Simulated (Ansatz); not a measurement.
Ba3CaO4 and its elements, a formation energy from the elements

Computed with Ansatz's Python interface.

Typed at the interpreter:
```pycon
>>> from collections import Counter
>>> import csv
>>> import ansatz
>>> from ase import Atoms
>>> import numpy as np
>>> config = {
...     "xc": "lda",
...     "cutoff_ev": 520,
...     "k_spacing": 0.15,
...     "occupations": "gaussian",
...     "smearing_width": 0.02,
... }
>>> POLARISED = {"O2"}
>>> GASES = {"O2"}
>>> def run_phase(name, crystal):
...     calc = crystal.calculation()
...     calc = calc.functional(config["xc"])
...     calc = calc.basis(config["cutoff_ev"]).kpoints(spacing=config["k_spacing"])
...     calc = calc.occupations(config["occupations"], width=config["smearing_width"])
...     calc = calc.stress()
...     if name in POLARISED:
...         calc = calc.spin("collinear")
...     if name in GASES:
...         return calc.kpoints(1, 1, 1).relax(force_tolerance=0.02).run()
...     calc = calc.relax(force_tolerance=0.02, cell=True)
...     return calc.run()
...
>>> def counts(outcome):
...     return Counter(site.symbol for site in outcome.lattice.sites)
...
>>> def formation_energy(outcome, mu):
...     n = counts(outcome)
...     return (outcome.report["energy_sigma0_ev"] - sum(k * mu[element] for element, k in n.items())) / sum(n.values())
...
>>> def volume_per_atom(outcome):
...     return abs(np.linalg.det(outcome.lattice.cell_ang)) / len(outcome.lattice.sites)
...
>>> phases = {}
>>> atoms = Atoms(
...     ["Ba", "Ba", "Ba", "Ca", "O", "O", "O", "O"],
...     scaled_positions=[
...         [0.0, 0.0, 0.5],
...         [0.0, 0.5, 0.0],
...         [0.5, 0.0, 0.0],
...         [0.5, 0.5, 0.5],
...         [0.0, 0.0, 0.0],
...         [0.5, 0.5, 0.0],
...         [0.5, 0.0, 0.5],
...         [0.0, 0.5, 0.5],
...     ],
...     cell=[
...         [5.478772, 0.0, 0.0],
...         [0.0, 5.478772, 0.0],
...         [0.0, 0.0, 5.478772],
...     ],
...     pbc=True,
... )
>>> ba3cao4 = ansatz.Crystal.from_ase(atoms)
>>> phases["Ba3CaO4"] = ba3cao4
>>> ba = (
...     ansatz.Lattice.from_parameters(4.341385, 4.341385, 4.341385, alpha=109.47122, beta=109.47122, gamma=109.47122)
...     .atom("Ba", [0.0, 0.0, 0.0])
... )
>>> phases["Ba"] = ba
>>> ca = (
...     ansatz.Lattice.of([0.0, 2.7942, 2.7942], [2.7942, 0.0, 2.7942], [2.7942, 2.7942, 0.0])
...     .atom("Ca", [0.0, 0.0, 0.0])
... )
>>> phases["Ca"] = ca
>>> o2 = (
...     ansatz.Lattice.orthorhombic(9.0, 9.5, 10.0)
...     .space_group(47, hermann_mauguin="Pmmm")
...     .atom("O", [0.5, 0.5, 0.4385])
...     .moments(O=1.0)
... )
>>> phases["O2"] = o2
>>> done = {name: run_phase(name, crystal) for name, crystal in phases.items()}
DeckWarning: output.stress: scf.convergence.dr2_threshold = 1e-7 eV (the SCF's general default) is looser than the 2e-10 eV advised for a printed stress (1e-10 eV for each atom of the cell: 2). What an SCF threshold leaves in a stress goes as its square root, and in the free energy as the threshold itself, and one [...]
--- The result so far, ahead of a search for a lower minimum behind the relaxation; the run's own can be another ---
--- Relaxed structure (4 steps of the walk, 4 accepted, 0 SCFs on fresh bases) ---
  F+E_penalty+E_count = -1104.72593652 eV   max|allowed force component| = 2.130e-3 eV/Å
  atoms:
    - { symbol: O, position: [0.4999999999999999, 0.49999999999999994, 0.44001437651219366] }
    - { symbol: O, position: [0.4999999999999999, 0.49999999999999994, 0.5599856234878063] }
>>> # energy of one atom in its reference phase
>>> references = {"Ba": "Ba", "Ca": "Ca", "O": "O2"}
>>> mu = {element: done[name].report["energy_sigma0_ev"] / len(done[name].lattice.sites) for element, name in references.items()}
>>> target = done["Ba3CaO4"]
>>> heat = formation_energy(target, mu)
>>> rows = [(name, len(o.lattice.sites), volume_per_atom(o), formation_energy(o, mu)) for name, o in done.items()]
>>> with open("formation.csv", "w", newline="") as handle:
...     writer = csv.writer(handle)
...     writer.writerow(["phase", "atoms", "V (A^3/atom)", "E_form (eV/atom)"])
...     writer.writerows([round(v, 4) if isinstance(v, float) else v for v in row] for row in rows)
...
43
>>> print(open("formation.csv").read())
phase,atoms,V (A^3/atom),E_form (eV/atom)
Ba3CaO4,8,18.6439,-2.8266
Ba,1,53.4758,0.0
Ca,1,38.0825,0.0
O2,2,427.5,0.0
```

Notes:
- Total energies depend on the potentials; only differences at equal settings carry meaning.
- Other magnetic orders than the one started from may lie lower.
- For the metals among these phases the mesh is modest: differences between phases can be off by up to 40 meV an atom.
- The cells come from databases of deposited and of computed structures, and not all need be stable phases.
- Warnings are shown shortened and without file and line.
- The compound is the structure given, not necessarily its lowest; energies are at zero temperature, with no correction for gases. Magnetic phases start from parallel moments and may not end in their lowest magnetic state. A semilocal functional's error on such energies is often 0.05 to 0.1 eV an atom, and 0.1 to 0.3 eV against gases such as O2 or F2.
- The whole script took 84 s on 1 thread of Intel(R) Xeon(R) 6975P-C (Granite Rapids), on a shared host, peak memory 0.84 GiB.
